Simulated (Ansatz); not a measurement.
**ClH₄N₂OV: basis-set convergence**

The task here is to estimate one member of a computed series from the others.

Method: one geometry, several basis sets; program: Ansatz 0.2.0, Gaussian basis.

The runs, in order: PBE0-D4/def2-SVP; ωB97M-V/def2-SVP; PBE0-D4/def2-QZVPP; ωB97M-V/def2-QZVPP; the functionals' def2-TZVPP values are taken from earlier runs.

### Structure used throughout

The geometry comes from an earlier relaxation with PBE0-D4 in a triple-zeta def2 set; it is a stationary point, not always the lowest conformer.

SMILES `[NH]=[V]([NH2])([OH])[Cl]`, 9 atoms, charge 0, spin multiplicity 1.

Atoms are counted from 1 here; the program's logs count them from 0.

Bond lengths: N1–V2 1.601 Å, N1–H6 1.012 Å, V2–N3 1.812 Å, V2–O4 1.764 Å, V2–Cl5 2.184 Å, N3–H7 1.007 Å, N3–H8 1.012 Å, O4–H9 0.959 Å. Angles: V2–N1–H6 169.4°, N1–V2–N3 104.4°, N1–V2–O4 111.5°, N1–V2–Cl5 109.5°, N3–V2–O4 110.8°, N3–V2–Cl5 110.6°, O4–V2–Cl5 109.9°, V2–N3–H7 127.4°, V2–N3–H8 120.1°, H7–N3–H8 112.3°, V2–O4–H9 124.1°.

Set-up of the first run:

The input, in.yaml:

```yaml
crystal:
  periodic: [false, false, false]
  atoms:
    - {symbol: N, position_ang: [-0.072755, 1.532793, 0.010174]}
    - {symbol: V, position_ang: [-0.172454, -0.018687, -0.372690]}
    - {symbol: N, position_ang: [1.213867, -0.790235, 0.502818]}
    - {symbol: O, position_ang: [-1.707725, -0.714385, 0.148024]}
    - {symbol: Cl, position_ang: [0.056010, -0.253492, -2.531877]}
    - {symbol: H, position_ang: [-0.037607, 2.541949, 0.070256]}
    - {symbol: H, position_ang: [1.923537, -0.331206, 1.049761]}
    - {symbol: H, position_ang: [1.295457, -1.798556, 0.537071]}
    - {symbol: H, position_ang: [-2.409830, -0.214483, 0.569364]}
basis:
  gaussian: {orbitals: def2-SVP}
hamiltonian: {xc: pbe0, dispersion: d4}
output: {orbitals: {seedname: orbitals}}
```

Run with:

```bash
$ ansatz run in.yaml --threads 4 --pin off --events-out ev --progress --plain --max-ram 10444MiB
```

Steps of the session up to this table: PBE0-D4 in def2-SVP; ωB97M-V in def2-SVP; PBE0-D4 in def2-QZVPP; ωB97M-V in def2-QZVPP.

One of the session's tables, all rows but one given; the rest of the session is left out.

It belongs to the step «Functionals by basis». 

| functional | basis | HOMO (eV) | LUMO (eV) |
| --- | --- | --- | --- |
| PBE0-D4 | def2-SVP | ? | ? |
| PBE0-D4 | def2-TZVPP | -7.81 | -2.14 |
| PBE0-D4 | def2-QZVPP | -7.85 | -2.19 |
| ωB97M-V | def2-SVP | -9.72 | 0.35 |
| ωB97M-V | def2-TZVPP | -10.04 | 0.06 |
| ωB97M-V | def2-QZVPP | -10.09 | -0.02 |

**Question.** Estimate the row for PBE0-D4, def2-SVP.

As computed: HOMO (eV): -7.53; LUMO (eV): -1.92. In the column «HOMO (eV)» it is the highest.
